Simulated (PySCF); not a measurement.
# BBr₃: structure of the singlet

The task is one start of a wider search on BBr₃: the singlet, from a trigonal pyramidal start. It is relaxed, tested by its Hessian and followed downhill if it is a saddle.

Method: PBE0, basis B def2-TZVP, Br def2-TZVP, no relativity, density fitting; program: PySCF 2.14.0.

### 1 The system as given

4 atoms, charge 0, spin multiplicity 1.

Bond lengths: B1–Br2 1.990 Å, B1–Br3 1.990 Å, B1–Br4 1.990 Å. Angles: Br2–B1–Br3 99.8°, Br2–B1–Br4 99.8°, Br3–B1–Br4 99.8°.

```xyz
4
charge 0 multiplicity 1
B     0.0000    0.0000    0.0000
Br    1.7571    0.0000    0.9342
Br   -0.8785    1.5217    0.9342
Br   -0.8785   -1.5217    0.9342
```

### 2 Finding the electronic state

The steps below are one call of a driver around PySCF. For each, scf.py gives the equivalent set-up of the SCF; relaxations use the driver's own optimiser. After this first run the driver tries any further starts and a stability analysis.

Input file scf.py:

```python
from pyscf import gto, scf, dft
mol = gto.M(atom='''
B      0.000000     0.000000     0.000000
Br     1.757100     0.000000     0.934200
Br    -0.878500     1.521700     0.934200
Br    -0.878500    -1.521700     0.934200''',
    basis={'B': 'def2-TZVP', 'Br': 'def2-TZVP'},
    charge=0, spin=0)
mf = dft.RKS(mol, xc='PBE0')
mf.grids.atom_grid = (50, 194)
aux = {'B': 'def2-universal-JKFIT', 'Br': 'def2-universal-JKFIT'}
mf = mf.density_fit(auxbasis=aux)
mf.conv_tol = 1e-08
mf.diis_space = 10
mf.max_cycle = 60
mf.init_guess = 'minao'
mf.verbose = 4
mf.kernel()
```

Launch:

```sh
OMP_NUM_THREADS=4 python axn.py task.json out
```

The program printed:

```text
init E= -7743.66838433516
  HOMO = -0.292600606732886  LUMO = -0.164074710402456  gap/eV = 3.49737
cycle= 1 E= -7746.33336165834  delta_E= -2.66  |g|= 0.559  |ddm|= 2.15
  HOMO = -0.27925702466615  LUMO = -0.24179223587671  gap/eV = 1.01947
cycle= 2 E= -7746.14961050142  delta_E= 0.184  |g|= 0.932  |ddm|= 1.04
  HOMO = -0.286153382407442  LUMO = -0.158316689810658  gap/eV = 3.47861
cycle= 3 E= -7746.38999738084  delta_E= -0.24  |g|= 0.227  |ddm|= 0.77
  HOMO = -0.285118859689828  LUMO = -0.172144533636963  gap/eV = 3.07419
cycle= 4 E= -7746.39904848982  delta_E= -0.00905  |g|= 0.0288  |ddm|= 0.148
  HOMO = -0.287021685584334  LUMO = -0.170717641007608  gap/eV = 3.16479
cycle= 5 E= -7746.39925871391  delta_E= -0.00021  |g|= 0.00331  |ddm|= 0.0227
  HOMO = -0.286779183869234  LUMO = -0.170057008312218  gap/eV = 3.17617
cycle= 6 E= -7746.39926162201  delta_E= -2.91e-06  |g|= 0.000986  |ddm|= 0.0034
  HOMO = -0.286716671383898  LUMO = -0.169966269199797  gap/eV = 3.17694
cycle= 7 E= -7746.39926188077  delta_E= -2.59e-07  |g|= 0.000248  |ddm|= 0.00091
  HOMO = -0.2867538470562  LUMO = -0.169998301470034  gap/eV = 3.17708
cycle= 8 E= -7746.39926189764  delta_E= -1.69e-08  |g|= 5.92e-05  |ddm|= 0.000268
  HOMO = -0.286745307124855  LUMO = -0.169996554199921  gap/eV = 3.17690
cycle= 9 E= -7746.3992618985  delta_E= -8.6e-10  |g|= 1.01e-05  |ddm|= 6.67e-05
  HOMO = -0.286746308397197  LUMO = -0.169996039418226  gap/eV = 3.17694
Extra cycle  E= -7746.39926189851  delta_E= -7.28e-12  |g|= 7.45e-06  |ddm|= 1.39e-05
converged SCF energy = -7746.39926189851
```

This step, with its further starts and checks, needed 26 s of wall time on 4 threads of Arm Neoverse V1, shared host.

No lower closed-shell solution turned up in the test of internal stability.

### 3 Relaxation: trigonal pyramidal start, singlet

The program finds C3v symmetry in the start, which this walk keeps.

Changes to scf.py since step 2:

```diff
@@ -3,4 +3,4 @@
-B      0.000000     0.000000     0.000000
-Br     1.757100     0.000000     0.934200
-Br    -0.878500     1.521700     0.934200
-Br    -0.878500    -1.521700     0.934200''',
+B     -0.000005     0.000000    -0.892689
+Br     1.757087     0.000000     0.041502
+Br    -0.878543     1.521682     0.041515
+Br    -0.878543    -1.521682     0.041515''',
@@ -16 +15,0 @@
-mf.init_guess = 'minao'
```

Steps of the walk:

```csv
step,energy (Eh),change (kJ/mol),largest symmetric gradient (Eh/bohr)
0,-7746.399262,0.00,0.11521
1,-7746.456197,-149.48,0.07807
2,-7746.492941,-245.95,0.03694
3,-7746.502320,-270.58,0.01075
4,-7746.503476,-273.61,0.00529
5,-7746.503695,-274.19,0.00051
6,-7746.503697,-274.19,0.00001
```

The walk took 45 s.

Geometry (Å) and forces (eV/Å) at some steps:

```
step 0
B    0.000   0.000  -0.893   0.005   0.000   5.925
Br   1.757   0.000   0.042   1.085   0.000  -1.976
Br  -0.879   1.522   0.042  -0.545   0.941  -1.974
Br  -0.879  -1.522   0.042  -0.545  -0.941  -1.974
step 1
B    0.000   0.000  -0.681   0.004   0.000   4.014
Br   1.830   0.000  -0.029   0.319   0.000  -1.338
Br  -0.915   1.585  -0.029  -0.162   0.279  -1.338
Br  -0.915  -1.585  -0.029  -0.162  -0.279  -1.338
step 3
B    0.000   0.000  -0.259  -0.002   0.000   0.553
Br   1.916   0.000  -0.170  -0.457   0.000  -0.183
Br  -0.958   1.659  -0.170   0.229  -0.395  -0.185
Br  -0.958  -1.659  -0.170   0.229   0.395  -0.185
step 6
B    0.000   0.000  -0.192  -0.002   0.000   0.000
Br   1.897   0.000  -0.192   0.001   0.000   0.000
Br  -0.948   1.643  -0.192   0.001   0.000   0.000
Br  -0.948  -1.643  -0.192   0.001   0.000   0.000
```

It settles in D3h symmetry, 274.2 kJ/mol below the start, after 6 steps: B–Br 1.897 Å (×3); Br–B–Br 120.0° (×3).

### 4 Frequencies

On the finer grid the gradient is checked again; gradients at displacements of ±0.02 bohr then give force constants and infrared intensities.

Changes to scf.py since step 3:

```diff
@@ -3,4 +3,4 @@
-B     -0.000005     0.000000    -0.892689
-Br     1.757087     0.000000     0.041502
-Br    -0.878543     1.521682     0.041515
-Br    -0.878543    -1.521682     0.041515''',
+B      0.000000     0.000000    -0.000000
+Br     1.896945    -0.000000    -0.000010
+Br    -0.948473     1.642803     0.000005
+Br    -0.948473    -1.642803     0.000005''',
@@ -10 +10 @@
-mf.grids.atom_grid = (50, 194)
+mf.grids.atom_grid = (75, 302)
@@ -13 +13 @@
-mf.conv_tol = 1e-08
+mf.conv_tol = 1e-10
```

The driver hands on the density of the step before, so the log starts near convergence.

SCF at the final geometry:

```text
init E= -7746.50346222142
  HOMO = -0.305259766228794  LUMO = -0.0772062278913825  gap/eV = 6.20565
cycle= 1 E= -7746.50346222144  delta_E= -2e-11  |g|= 3.18e-06  |ddm|= 3.66e-06
  HOMO = -0.305259985814198  LUMO = -0.0772071504628684  gap/eV = 6.20563
Extra cycle  E= -7746.50346222141  delta_E= 3.64e-11  |g|= 5.6e-06  |ddm|= 6.19e-06
converged SCF energy = -7746.50346222141
```

The whole step took 66 s.

Geometry: D3h; B–Br 1.897 Å (×3); Br–B–Br 120.0° (×3).

Harmonic modes (main isotopes):

```json
{"symmetry": "e'", "ω (cm⁻¹)": "152", "IR (km/mol)": "0.2"}
{"symmetry": "a1'", "ω (cm⁻¹)": "285", "IR (km/mol)": "0.0"}
{"symmetry": "a2''", "ω (cm⁻¹)": "387", "IR (km/mol)": "0.3"}
{"symmetry": "e'", "ω (cm⁻¹)": "831", "IR (km/mol)": "572"}
```

No imaginary mode, so this is a minimum.

Constants and moments:

```
Dipole moment                                                   : 0.00 D
Highest occupied level                                          : -8.31 eV
Lowest empty level                                              : -2.10 eV
Rotational constants                                            : 0.03957, 0.03957, 0.01979 cm⁻¹
Zero-point energy                                               : 15.8 kJ/mol
Principal polarisabilities                                      : 49.9, 83.0, 83.0 bohr³
Atomisation energy without zero-point energy                    : 1180 kJ/mol
Principal traceless quadrupole moments about the centre of mass : -0.36, 0.18, 0.18 D Å
Entropy at 298.15 K and 1 bar                                   : 323.8 J/(mol K)
Heat capacity Cp at 298.15 K                                    : 67.6 J/(mol K)
Enthalpy at 298.15 K above 0 K                                  : 15.64 kJ/mol
Rotational symmetry number                                      : 6
```

Populations by atom (charges in e):

```
   atom  Mulliken  Löwdin  polar tensor  Mayer order to B1
     B1      0.05   -1.70          1.18                  –
Br2,3,4     -0.02    0.57         -0.39               1.35
```

Mulliken populations on B1: s 2.88, p 1.76, d 0.30, f 0.02.

### 5 What came out

| quantity | value |
| --- | --- |
| minimum | singlet, D3h |
| geometry | B–Br 1.897 Å (×3); Br–B–Br 120.0° (×3) |
| wavenumbers (cm⁻¹) | 152 (e'), 285 (a1'), 387 (a2''), 831 (e') |
| dipole moment | 0.00 D |
| highest occupied, lowest empty level | -8.31, -2.10 eV |
| polar-tensor charge of B1 | +1.18 e |
| zero-point energy | 15.8 kJ/mol |
| entropy at 298.15 K | 323.8 J/(mol K) |
| atomisation energy (no zero-point energy) | 1180 kJ/mol |

From C3v at the start the molecule goes to a D3h minimum. The strongest infrared band lies at 831 cm⁻¹ (e'). The dipole vanishes although B1 carries +1.2 e by the polar tensor: the bond dipoles cancel. Other starts or spin states, not run here, may lie lower.

The search up to here took 2.3 min.
